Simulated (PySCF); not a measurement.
# CSe2 (Carbon diselenide): the cost of one run

Computed with PySCF 2.14.0, with density-fitted response routines of our own, on a single molecule in the gas phase. Atoms count from 0, in the outputs and in this text.

### Step 1. Starting geometry

3 atoms, charge 0, multiplicity 1; geometry from: GFN2-xTB. The atoms were then displaced at random by about 0.03 Å, so the start is not that level's minimum.

Bonds of the start (Å): Se0–C1 1.60, C1–Se2 1.64.

### Step 2. Optimising the geometry at PBE0-D3(BJ)/def2-SVP

The job: settings as JSON, then the geometry in Å.

```
{"job": {"xc": "PBE0", "basis": "def2-SVP", "d3": "d3bj", "grid": 1, "shake": 0.03, "kind": "geom"}, "charge": 0, "multiplicity": 1}
Se    -1.611000     0.102120     0.000740
C     -0.009400     0.088650    -0.015180
Se     1.626960     0.017350    -0.030560
```

Started as:

```
> OMP_NUM_THREADS=1 python probes_run.py task.json out
```

This one command runs all jobs of the session in turn.

Q: Estimate the wall time and peak memory of this first job on 1 thread of Arm Neoverse V1, shared host.

About 8.7 s, with a peak of 0.32 GiB.
